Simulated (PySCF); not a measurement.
# Cu⁻, Cu: electron affinity and excitation energies in aug-cc-pVDZ-PP with ECP10, part 3 of 3

Aim: the electron affinity and excitation energy of copper from differences of total energies, at each level of theory, and how far each lands from the tabulated value where there is one.

PySCF 2.14.0; aug-cc-pVDZ-PP with ECP10, scalar relativity through the core potential. The scripts are equivalent inputs of a driver's runs. Earlier steps stand in the parts before.

## 6. Cu [Ar] 3d10 4p1: the ladder of methods

UHF:

Input file input.py:

```python
from pyscf import gto, scf, dft, mp, cc
import basis_set_exchange as bse
txt = bse.get_basis("aug-cc-pVDZ-PP", elements=["Cu"], fmt="nwchem", header=False)
cut = txt.index("\nECP")
mol = gto.M(atom="Cu 0 0 0", charge=0, spin=1, symmetry="D2h",
            basis=gto.basis.parse(txt[:cut]),
            ecp={"Cu": gto.basis.parse_ecp(txt[cut:])})
mf = scf.UHF(mol)
mf.irrep_nelec = {'Ag': (3, 3), 'B1g': (1, 1), 'B2g': (1, 1), 'B3g': (1, 1), 'B1u': (1, 1), 'B2u': (2, 1), 'B3u': (1, 1)}
mf.kernel()
```

Output:

```text
damping factor = 0
level_shift factor = 0
DIIS = <class 'pyscf.scf.diis.CDIIS'>
diis_start_cycle = 1
diis_space = 10
diis_damp = 0
SCF conv_tol = 1e-09
SCF conv_tol_grad = None
number electrons alpha = 10  beta = 9
cycle= 1 E= -196.047210917117  delta_E= -0.000186  |g|= 0.00566  |ddm|= 0.0198
cycle= 2 E= -196.047289648502  delta_E= -7.87e-05  |g|= 0.00451  |ddm|= 0.0129
cycle= 3 E= -196.047375542292  delta_E= -8.59e-05  |g|= 0.00324  |ddm|= 0.0209
cycle= 4 E= -196.047411920001  delta_E= -3.64e-05  |g|= 0.00261  |ddm|= 0.0151
cycle= 5 E= -196.047434451349  delta_E= -2.25e-05  |g|= 0.000661  |ddm|= 0.0192
cycle= 6 E= -196.047436441762  delta_E= -1.99e-06  |g|= 0.000306  |ddm|= 0.00439
cycle= 7 E= -196.047437049885  delta_E= -6.08e-07  |g|= 0.000143  |ddm|= 0.00265
cycle= 8 E= -196.047437136633  delta_E= -8.67e-08  |g|= 4.98e-05  |ddm|= 0.00114
cycle= 9 E= -196.04743713832  delta_E= -1.69e-09  |g|= 4.71e-06  |ddm|= 0.000132
cycle= 10 E= -196.047437138358  delta_E= -3.73e-11  |g|= 1.25e-06  |ddm|= 2.64e-05
converged SCF energy = -196.047437138358  <S^2> = 0.7570433  2S+1 = 2.0070309
```

CPU time 0.67 s on a shared host, the integrals not counted.

The occupied shells:

| shell | electrons | mean orbital energy (eV) | spread (eV) | rms radius (bohr) |
| --- | --- | --- | --- | --- |
| 3s β | 1 | -144.63 | 0 | 0.768 |
| 3s α | 1 | -144.57 | 0 | 0.768 |
| 3p β | 3 | -95.812 | 0.006 | 0.818 |
| 3p α | 3 | -95.742 | 0.135 | 0.818 |
| 3d β | 5 | -15.724 | 0.095 | 1.15 |
| 3d α | 5 | -15.659 | 0.185 | 1.15 |
| 4p α | 1 | -3.423 | 0 | 5.59 |

⟨S²⟩ = 0.757, ⟨L²⟩ = 2.02.

Energies and moments cover only the electrons outside the core potential.

LDA:

input.py differs from the last one in:

```diff
@@ -7,3 +7,3 @@
             ecp={"Cu": gto.basis.parse_ecp(txt[cut:])})
-mf = scf.UHF(mol)
+mf = dft.UKS(mol, xc="LDA,VWN")
 mf.irrep_nelec = {'Ag': (3, 3), 'B1g': (1, 1), 'B2g': (1, 1), 'B3g': (1, 1), 'B1u': (1, 1), 'B2u': (2, 1), 'B3u': (1, 1)}
```

Output:

```text
damping factor = 0
level_shift factor = 0
DIIS = <class 'pyscf.scf.diis.CDIIS'>
diis_start_cycle = 1
diis_space = 10
diis_damp = 0
SCF conv_tol = 1e-09
SCF conv_tol_grad = None
number electrons alpha = 10  beta = 9
XC functionals = LDA,VWN
    P. A. M. Dirac.,  Math. Proc. Cambridge Philos. Soc. 26, 376 (1930)
    F. Bloch.,  Z. Phys. 57, 545 (1929)
    S. H. Vosko, L. Wilk, and M. Nusair.,  Can. J. Phys. 58, 1200 (1980)
cycle= 1 E= -196.686122912962  delta_E= 0.0638  |g|= 0.737  |ddm|= 0.804
cycle= 2 E= -196.192500716144  delta_E= 0.494  |g|= 1.96  |ddm|= 1.92
cycle= 3 E= -196.777488197301  delta_E= -0.585  |g|= 0.153  |ddm|= 1.51
cycle= 4 E= -196.782596855146  delta_E= -0.00511  |g|= 0.0355  |ddm|= 0.14
cycle= 5 E= -196.782902209998  delta_E= -0.000305  |g|= 0.00631  |ddm|= 0.0569
cycle= 6 E= -196.78292152322  delta_E= -1.93e-05  |g|= 0.00637  |ddm|= 0.0256
cycle= 7 E= -196.782934448117  delta_E= -1.29e-05  |g|= 0.00091  |ddm|= 0.0219
cycle= 8 E= -196.782934656931  delta_E= -2.09e-07  |g|= 0.000142  |ddm|= 0.00149
cycle= 9 E= -196.782934661305  delta_E= -4.37e-09  |g|= 2.41e-05  |ddm|= 0.00023
cycle= 10 E= -196.782934661414  delta_E= -1.09e-10  |g|= 2.41e-06  |ddm|= 1.74e-05
converged SCF energy = -196.782934661414  <S^2> = 0.7895368  2S+1 = 2.0391535
```

It used 1.1 s of CPU time after the integrals (shared host).

PBE:

input.py differs from the last one in:

```diff
@@ -7,3 +7,3 @@
             ecp={"Cu": gto.basis.parse_ecp(txt[cut:])})
-mf = dft.UKS(mol, xc="LDA,VWN")
+mf = dft.UKS(mol, xc="PBE")
 mf.irrep_nelec = {'Ag': (3, 3), 'B1g': (1, 1), 'B2g': (1, 1), 'B3g': (1, 1), 'B1u': (1, 1), 'B2u': (2, 1), 'B3u': (1, 1)}
```

Output:

```text
damping factor = 0
level_shift factor = 0
DIIS = <class 'pyscf.scf.diis.CDIIS'>
diis_start_cycle = 1
diis_space = 10
diis_damp = 0
SCF conv_tol = 1e-09
SCF conv_tol_grad = None
number electrons alpha = 10  beta = 9
XC functionals = PBE
    J. P. Perdew, K. Burke, and M. Ernzerhof.,  Phys. Rev. Lett. 77, 3865 (1996)
    J. P. Perdew, K. Burke, and M. Ernzerhof.,  Phys. Rev. Lett. 78, 1396 (1997)
    J. P. Perdew, K. Burke, and M. Ernzerhof.,  Phys. Rev. Lett. 77, 3865 (1996)
    J. P. Perdew, K. Burke, and M. Ernzerhof.,  Phys. Rev. Lett. 78, 1396 (1997)
cycle= 1 E= -197.015457231162  delta_E= 0.102  |g|= 0.771  |ddm|= 1.01
cycle= 2 E= -196.415961142718  delta_E= 0.599  |g|= 2.15  |ddm|= 2.13
cycle= 3 E= -197.117416287846  delta_E= -0.701  |g|= 0.374  |ddm|=  1.6
cycle= 4 E= -197.145690634859  delta_E= -0.0283  |g|= 0.0174  |ddm|= 0.226
cycle= 5 E= -197.146267874257  delta_E= -0.000577  |g|= 0.0083  |ddm|= 0.135
cycle= 6 E= -197.146420635174  delta_E= -0.000153  |g|= 0.0149  |ddm|= 0.0714
cycle= 7 E= -197.146500366018  delta_E= -7.97e-05  |g|= 0.00874  |ddm|= 0.0643
cycle= 8 E= -197.146512582556  delta_E= -1.22e-05  |g|= 0.00314  |ddm|= 0.00828
cycle= 9 E= -197.146514423017  delta_E= -1.84e-06  |g|= 0.000175  |ddm|= 0.00271
cycle= 10 E= -197.14651443207  delta_E= -9.05e-09  |g|= 6.52e-06  |ddm|= 0.000379
cycle= 11 E= -197.146514432084  delta_E= -1.37e-11  |g|= 8.28e-06  |ddm|= 2.29e-05
converged SCF energy = -197.146514432084  <S^2> = 0.83782629  2S+1 = 2.0859782
```

CPU time 1.9 s on a shared host, the integrals not counted.

PBE0:

input.py differs from the last one in:

```diff
@@ -7,3 +7,3 @@
             ecp={"Cu": gto.basis.parse_ecp(txt[cut:])})
-mf = dft.UKS(mol, xc="PBE")
+mf = dft.UKS(mol, xc="PBE0")
 mf.irrep_nelec = {'Ag': (3, 3), 'B1g': (1, 1), 'B2g': (1, 1), 'B3g': (1, 1), 'B1u': (1, 1), 'B2u': (2, 1), 'B3u': (1, 1)}
```

Output:

```text
damping factor = 0
level_shift factor = 0
DIIS = <class 'pyscf.scf.diis.CDIIS'>
diis_start_cycle = 1
diis_space = 10
diis_damp = 0
SCF conv_tol = 1e-09
SCF conv_tol_grad = None
number electrons alpha = 10  beta = 9
XC functionals = PBE0
    C. Adamo and V. Barone.,  J. Chem. Phys. 110, 6158 (1999)
    M. Ernzerhof and G. E. Scuseria.,  J. Chem. Phys. 110, 5029 (1999)
cycle= 1 E= -197.076583333696  delta_E= -0.00733  |g|=  0.2  |ddm|= 0.352
cycle= 2 E= -197.048831332662  delta_E= 0.0278  |g|= 0.48  |ddm|= 0.504
cycle= 3 E= -197.083876190392  delta_E= -0.035  |g|= 0.0184  |ddm|= 0.371
cycle= 4 E= -197.084034143305  delta_E= -0.000158  |g|= 0.00564  |ddm|= 0.0275
cycle= 5 E= -197.084140335507  delta_E= -0.000106  |g|= 0.00221  |ddm|= 0.0421
cycle= 6 E= -197.084189271473  delta_E= -4.89e-05  |g|= 0.00108  |ddm|= 0.0463
cycle= 7 E= -197.084190270886  delta_E= -9.99e-07  |g|= 0.000198  |ddm|= 0.00374
cycle= 8 E= -197.08419044906  delta_E= -1.78e-07  |g|= 5.71e-05  |ddm|= 0.0023
cycle= 9 E= -197.084190468528  delta_E= -1.95e-08  |g|= 1.42e-05  |ddm|= 0.000669
cycle= 10 E= -197.084190469433  delta_E= -9.05e-10  |g|= 2.36e-06  |ddm|= 0.000153
converged SCF energy = -197.084190469433  <S^2> = 0.77997858  2S+1 = 2.0297572
```

It used 2.1 s of CPU time after the integrals (shared host).

r2SCAN:

input.py differs from the last one in:

```diff
@@ -7,3 +7,3 @@
             ecp={"Cu": gto.basis.parse_ecp(txt[cut:])})
-mf = dft.UKS(mol, xc="PBE0")
+mf = dft.UKS(mol, xc="R2SCAN")
 mf.irrep_nelec = {'Ag': (3, 3), 'B1g': (1, 1), 'B2g': (1, 1), 'B3g': (1, 1), 'B1u': (1, 1), 'B2u': (2, 1), 'B3u': (1, 1)}
```

Output:

```text
damping factor = 0
level_shift factor = 0
DIIS = <class 'pyscf.scf.diis.CDIIS'>
diis_start_cycle = 1
diis_space = 10
diis_damp = 0
SCF conv_tol = 1e-09
SCF conv_tol_grad = None
number electrons alpha = 10  beta = 9
XC functionals = R2SCAN
    J. W. Furness, A. D. Kaplan, J. Ning, J. P. Perdew, and J. Sun.,  J. Phys. Chem. Lett. 11, 8208-8215 (2020)
    J. W. Furness, A. D. Kaplan, J. Ning, J. P. Perdew, and J. Sun.,  J. Phys. Chem. Lett. 11, 9248-9248 (2020)
    J. W. Furness, A. D. Kaplan, J. Ning, J. P. Perdew, and J. Sun.,  J. Phys. Chem. Lett. 11, 8208-8215 (2020)
    J. W. Furness, A. D. Kaplan, J. Ning, J. P. Perdew, and J. Sun.,  J. Phys. Chem. Lett. 11, 9248-9248 (2020)
cycle= 1 E= -196.890912050325  delta_E= 0.122  |g|= 0.809  |ddm|= 1.08
cycle= 2 E= -196.285582430334  delta_E= 0.605  |g|= 2.17  |ddm|= 2.32
cycle= 3 E= -196.992780754186  delta_E= -0.707  |g|= 0.445  |ddm|= 1.65
cycle= 4 E= -197.033222637554  delta_E= -0.0404  |g|= 0.0325  |ddm|= 0.333
cycle= 5 E= -197.034457984888  delta_E= -0.00124  |g|= 0.0174  |ddm|= 0.139
cycle= 6 E= -197.034867435333  delta_E= -0.000409  |g|= 0.0342  |ddm|= 0.127
cycle= 7 E= -197.035178633421  delta_E= -0.000311  |g|= 0.00675  |ddm|= 0.0723
cycle= 8 E= -197.035198056615  delta_E= -1.94e-05  |g|= 0.00112  |ddm|= 0.0291
cycle= 9 E= -197.035198849838  delta_E= -7.93e-07  |g|= 0.00103  |ddm|= 0.00646
cycle= 10 E= -197.035199503082  delta_E= -6.53e-07  |g|= 0.000308  |ddm|= 0.00553
cycle= 11 E= -197.03519955814  delta_E= -5.51e-08  |g|= 3.47e-05  |ddm|= 0.0016
cycle= 12 E= -197.035199560725  delta_E= -2.58e-09  |g|= 3.26e-05  |ddm|= 0.000573
cycle= 13 E= -197.035199561711  delta_E= -9.86e-10  |g|= 1.86e-06  |ddm|= 0.000229
converged SCF energy = -197.035199561711  <S^2> = 0.95657168  2S+1 = 2.1968811
```

It used 4.9 s of CPU time after the integrals (shared host).

BLYP:

input.py differs from the last one in:

```diff
@@ -7,3 +7,3 @@
             ecp={"Cu": gto.basis.parse_ecp(txt[cut:])})
-mf = dft.UKS(mol, xc="R2SCAN")
+mf = dft.UKS(mol, xc="BLYP")
 mf.irrep_nelec = {'Ag': (3, 3), 'B1g': (1, 1), 'B2g': (1, 1), 'B3g': (1, 1), 'B1u': (1, 1), 'B2u': (2, 1), 'B3u': (1, 1)}
```

Output:

```text
damping factor = 0
level_shift factor = 0
DIIS = <class 'pyscf.scf.diis.CDIIS'>
diis_start_cycle = 1
diis_space = 10
diis_damp = 0
SCF conv_tol = 1e-09
SCF conv_tol_grad = None
number electrons alpha = 10  beta = 9
XC functionals = BLYP
    A. D. Becke.,  Phys. Rev. A 38, 3098 (1988)
    C. Lee, W. Yang, and R. G. Parr.,  Phys. Rev. B 37, 785 (1988)
    B. Miehlich, A. Savin, H. Stoll, and H. Preuss.,  Chem. Phys. Lett. 157, 200 (1989)
cycle= 1 E= -197.0514585329  delta_E= 0.0357  |g|= 0.588  |ddm|= 0.692
cycle= 2 E= -196.687409243275  delta_E= 0.364  |g|= 1.66  |ddm|= 1.54
cycle= 3 E= -197.113770748326  delta_E= -0.426  |g|= 0.16  |ddm|= 1.22
cycle= 4 E= -197.119565212538  delta_E= -0.00579  |g|= 0.0276  |ddm|= 0.159
cycle= 5 E= -197.119935067808  delta_E= -0.00037  |g|= 0.0135  |ddm|= 0.0877
cycle= 6 E= -197.120024378324  delta_E= -8.93e-05  |g|= 0.0144  |ddm|= 0.0694
cycle= 7 E= -197.12007074617  delta_E= -4.64e-05  |g|= 0.00246  |ddm|= 0.0318
cycle= 8 E= -197.120073264424  delta_E= -2.52e-06  |g|= 0.000669  |ddm|= 0.0102
cycle= 9 E= -197.12007336031  delta_E= -9.59e-08  |g|= 7.78e-05  |ddm|= 0.00155
cycle= 10 E= -197.120073363928  delta_E= -3.62e-09  |g|= 7.64e-06  |ddm|= 0.000339
cycle= 11 E= -197.12007336399  delta_E= -6.14e-11  |g|= 2.69e-06  |ddm|= 4.87e-05
converged SCF energy = -197.12007336399  <S^2> = 0.83904883  2S+1 = 2.08715
```

It used 2.3 s of CPU time after the integrals (shared host).

wB97M-V:

input.py differs from the last one in:

```diff
@@ -7,3 +7,3 @@
             ecp={"Cu": gto.basis.parse_ecp(txt[cut:])})
-mf = dft.UKS(mol, xc="BLYP")
+mf = dft.UKS(mol, xc="WB97M_V")
 mf.irrep_nelec = {'Ag': (3, 3), 'B1g': (1, 1), 'B2g': (1, 1), 'B3g': (1, 1), 'B1u': (1, 1), 'B2u': (2, 1), 'B3u': (1, 1)}
```

Output:

```text
damping factor = 0
level_shift factor = 0
DIIS = <class 'pyscf.scf.diis.CDIIS'>
diis_start_cycle = 1
diis_space = 10
diis_damp = 0
SCF conv_tol = 1e-09
SCF conv_tol_grad = None
number electrons alpha = 10  beta = 9
XC functionals = WB97M_V
    N. Mardirossian and M. Head-Gordon.,  J. Chem. Phys. 144, 214110 (2016)
NLC functional = WB97M_V
cycle= 1 E= -196.970643429071  delta_E= -0.0104  |g|= 0.199  |ddm|= 0.346
cycle= 2 E= -196.957003316349  delta_E= 0.0136  |g|= 0.376  |ddm|= 0.503
cycle= 3 E= -196.977397640795  delta_E= -0.0204  |g|= 0.00653  |ddm|= 0.337
cycle= 4 E= -196.977578680734  delta_E= -0.000181  |g|= 0.00669  |ddm|= 0.0442
cycle= 5 E= -196.977678362433  delta_E= -9.97e-05  |g|= 0.00266  |ddm|= 0.0331
cycle= 6 E= -196.977795562896  delta_E= -0.000117  |g|= 0.00214  |ddm|= 0.0491
cycle= 7 E= -196.977824587314  delta_E= -2.9e-05  |g|= 0.000546  |ddm|= 0.0275
cycle= 8 E= -196.977828889672  delta_E= -4.3e-06  |g|= 0.000372  |ddm|= 0.0111
cycle= 9 E= -196.977830097021  delta_E= -1.21e-06  |g|= 0.000261  |ddm|= 0.00396
cycle= 10 E= -196.977830431805  delta_E= -3.35e-07  |g|= 0.000179  |ddm|= 0.00327
cycle= 11 E= -196.97783044542  delta_E= -1.36e-08  |g|= 3.68e-05  |ddm|= 0.000529
cycle= 12 E= -196.97783044589  delta_E= -4.7e-10  |g|= 3.99e-06  |ddm|= 8.48e-05
converged SCF energy = -196.97783044589  <S^2> = 0.77248405  2S+1 = 2.0223591
```

CPU time 6.9 s on a shared host, the integrals not counted.

revPBE:

input.py differs from the last one in:

```diff
@@ -7,3 +7,3 @@
             ecp={"Cu": gto.basis.parse_ecp(txt[cut:])})
-mf = dft.UKS(mol, xc="WB97M_V")
+mf = dft.UKS(mol, xc="PBE_R,PBE")
 mf.irrep_nelec = {'Ag': (3, 3), 'B1g': (1, 1), 'B2g': (1, 1), 'B3g': (1, 1), 'B1u': (1, 1), 'B2u': (2, 1), 'B3u': (1, 1)}
```

Output:

```text
damping factor = 0
level_shift factor = 0
DIIS = <class 'pyscf.scf.diis.CDIIS'>
diis_start_cycle = 1
diis_space = 10
diis_damp = 0
SCF conv_tol = 1e-09
SCF conv_tol_grad = None
number electrons alpha = 10  beta = 9
XC functionals = PBE_R,PBE
    Y. Zhang and W. Yang.,  Phys. Rev. Lett. 80, 890 (1998)
    J. P. Perdew, K. Burke, and M. Ernzerhof.,  Phys. Rev. Lett. 77, 3865 (1996)
    J. P. Perdew, K. Burke, and M. Ernzerhof.,  Phys. Rev. Lett. 78, 1396 (1997)
cycle= 1 E= -197.051328612896  delta_E= 0.121  |g|= 0.828  |ddm|=  1.1
cycle= 2 E= -196.350506083255  delta_E= 0.701  |g|= 2.31  |ddm|= 2.33
cycle= 3 E= -197.158496307686  delta_E= -0.808  |g|= 0.452  |ddm|= 1.74
cycle= 4 E= -197.199816722143  delta_E= -0.0413  |g|= 0.0139  |ddm|= 0.312
cycle= 5 E= -197.199891526533  delta_E= -7.48e-05  |g|= 0.00854  |ddm|= 0.0357
cycle= 6 E= -197.199916694944  delta_E= -2.52e-05  |g|= 0.00531  |ddm|= 0.0245
cycle= 7 E= -197.199921938752  delta_E= -5.24e-06  |g|= 0.00287  |ddm|= 0.0112
cycle= 8 E= -197.199923493292  delta_E= -1.55e-06  |g|= 0.000213  |ddm|= 0.00208
cycle= 9 E= -197.199923502504  delta_E= -9.21e-09  |g|= 5.59e-05  |ddm|= 0.000339
cycle= 10 E= -197.199923503053  delta_E= -5.49e-10  |g|= 1.14e-05  |ddm|= 7.96e-05
converged SCF energy = -197.199923503053  <S^2> = 0.8558039  2S+1 = 2.1031442
```

CPU time 1.8 s on a shared host, the integrals not counted.

LC-wPBE:

input.py differs from the last one in:

```diff
@@ -7,3 +7,3 @@
             ecp={"Cu": gto.basis.parse_ecp(txt[cut:])})
-mf = dft.UKS(mol, xc="PBE_R,PBE")
+mf = dft.UKS(mol, xc="LC_WPBE")
 mf.irrep_nelec = {'Ag': (3, 3), 'B1g': (1, 1), 'B2g': (1, 1), 'B3g': (1, 1), 'B1u': (1, 1), 'B2u': (2, 1), 'B3u': (1, 1)}
```

Output:

```text
damping factor = 0
level_shift factor = 0
DIIS = <class 'pyscf.scf.diis.CDIIS'>
diis_start_cycle = 1
diis_space = 10
diis_damp = 0
SCF conv_tol = 1e-09
SCF conv_tol_grad = None
number electrons alpha = 10  beta = 9
XC functionals = LC_WPBE
    O. A. Vydrov and G. E. Scuseria.,  J. Chem. Phys. 125, 234109 (2006)
cycle= 1 E= -197.162883477434  delta_E= -0.0168  |g|= 0.167  |ddm|= 0.393
cycle= 2 E= -197.15345828469  delta_E= 0.00943  |g|= 0.324  |ddm|= 0.405
cycle= 3 E= -197.168284811279  delta_E= -0.0148  |g|= 0.00955  |ddm|= 0.293
cycle= 4 E= -197.168805166342  delta_E= -0.00052  |g|= 0.00991  |ddm|= 0.0687
cycle= 5 E= -197.169218580465  delta_E= -0.000413  |g|= 0.00557  |ddm|= 0.0674
cycle= 6 E= -197.16962577901  delta_E= -0.000407  |g|= 0.00514  |ddm|= 0.0688
cycle= 7 E= -197.170079004779  delta_E= -0.000453  |g|= 0.0102  |ddm|= 0.142
cycle= 8 E= -197.170086414561  delta_E= -7.41e-06  |g|= 0.00246  |ddm|= 0.0146
cycle= 9 E= -197.170126987333  delta_E= -4.06e-05  |g|= 0.00098  |ddm|= 0.0402
cycle= 10 E= -197.170135633588  delta_E= -8.65e-06  |g|= 0.00118  |ddm|= 0.0135
cycle= 11 E= -197.170139026398  delta_E= -3.39e-06  |g|= 0.000264  |ddm|= 0.0138
cycle= 12 E= -197.17013907939  delta_E= -5.3e-08  |g|= 0.000184  |ddm|= 0.00096
cycle= 13 E= -197.170139087313  delta_E= -7.92e-09  |g|= 1.48e-05  |ddm|= 0.000248
cycle= 14 E= -197.170139087375  delta_E= -6.15e-11  |g|= 3.48e-06  |ddm|= 3.63e-05
converged SCF energy = -197.170139087375  <S^2> = 0.86356683  2S+1 = 2.1105135
```

It used 4.2 s of CPU time after the integrals (shared host).

## 7. Cu [Ar] 3d10 4p1, continued

MP2 (valence):

input.py: that of step 6 with these lines changed.

```diff
@@ -7,4 +7,5 @@
             ecp={"Cu": gto.basis.parse_ecp(txt[cut:])})
-mf = dft.UKS(mol, xc="LC_WPBE")
+mf = scf.UHF(mol)
 mf.irrep_nelec = {'Ag': (3, 3), 'B1g': (1, 1), 'B2g': (1, 1), 'B3g': (1, 1), 'B1u': (1, 1), 'B2u': (2, 1), 'B3u': (1, 1)}
 mf.kernel()
+mp.UMP2(mf, frozen=4).kernel()
```

No log was kept for this step.

It used 0.12 s of CPU time after the integrals (shared host).

With 11 electrons correlated, the MP2 correlation energy is -0.44172 hartree (-0.16408 same spin, -0.27764 opposite spin); the SCS form gives -0.38786. Largest pairs of shells: 3d-3d -0.4331, 3d-4p -0.0086, 4p-4p 0.0000.

## 8. How the shells move

Highest occupied Hartree-Fock shell of each state: Cu⁻ 4s at -0.543 eV; Cu [Ar] 3d9 4s1 5s1 5s α at -2.500 eV; Cu [Ar] 3d10 4p1 4p α at -3.423 eV.

## 9. Differences of total energies

Electron affinity: Cu⁻ [Ar] 3d10 4s2 (1S) → Cu [Ar] 3d10 4s1 (2S).

```csv
method,value (eV),error (eV)
UHF,-0.006,-1.241
LDA,1.583,+0.348
PBE,1.350,+0.115
PBE0,1.063,-0.172
r2SCAN,1.226,-0.009
BLYP,1.393,+0.158
wB97M-V,1.070,-0.165
revPBE,1.259,+0.024
LC-wPBE,0.811,-0.424
MP2 (valence),0.810,-0.425
SCS-MP2 (valence),0.851,-0.384
```

Reference: 1.235 eV (measured; CRC Handbook (2014) and Andersen, Phys. Rep. 394, 157 (2004), with later updates, as tabulated in the mendeleev Python package). Errors of the correlated levels include the incompleteness of this basis. In the anion the highest occupied orbital energy is positive at LDA, PBE, PBE0, r2SCAN, BLYP, revPBE, a self-interaction effect; the basis confines that electron, and the energy difference can still be sensible.

Excitation energy: Cu [Ar] 3d10 4s1 (2S) → Cu [Ar] 3d9 4s1 5s1 (4D).

```csv
method,value (eV)
UHF,4.806
LDA,8.737
PBE,8.048
PBE0,7.422
r2SCAN,7.622
BLYP,8.094
wB97M-V,7.553
revPBE,7.910
LC-wPBE,7.824
MP2 (valence),8.381
SCS-MP2 (valence),7.995
```

Excitation energy: Cu [Ar] 3d10 4s1 (2S) → Cu [Ar] 3d10 4p1 (2P).

```
           method  value (eV)  error (eV)
              UHF       3.203      -0.603
              LDA       4.228      +0.422
              PBE       3.999      +0.193
             PBE0       3.827      +0.021
           r2SCAN       3.945      +0.139
             BLYP       4.087      +0.281
          wB97M-V       3.804      -0.002
           revPBE       3.920      +0.114
          LC-wPBE       3.858      +0.052
    MP2 (valence)       3.815      +0.008
SCS-MP2 (valence)       3.732      -0.074
```

Reference: 3.806 eV (measured; NIST levels, between the centres of gravity of the two terms). Errors of the correlated levels include the incompleteness of this basis.

The differences also use runs on Cu [Ar] 3d10 4s1 (2S), which are not shown here.

## 10. Outcome

This closing draws on all 3 parts.

| quantity | value |
| --- | --- |
| electron affinity, Cu | UHF -0.006, MP2 (valence) 0.810 eV; reference 1.235 |
| excitation energy, Cu → [Ar] 3d9 4s1 5s1 | UHF 4.806, MP2 (valence) 8.381 eV |
| excitation energy, Cu → [Ar] 3d10 4p1 | UHF 3.203, MP2 (valence) 3.815 eV; reference 3.806 |

Accuracy by level (over 2 differences):

```csv
method,mean absolute miss against the measured values (with the measured fine structure taken into account where it is known) (eV)
UHF,0.922
LDA,0.385
PBE,0.154
PBE0,0.097
r2SCAN,0.074
BLYP,0.219
wB97M-V,0.083
revPBE,0.069
LC-wPBE,0.238
MP2 (valence),0.217
SCS-MP2 (valence),0.229
```

**Reading.** Against experiment revPBE comes closest (mean absolute error over 2 measured values 0.07 eV), level with r2SCAN and UHF is farthest (0.92 eV). PBE is off by +0.11, +0.19 eV. All values hold for this basis alone; no basis-set limit was taken.
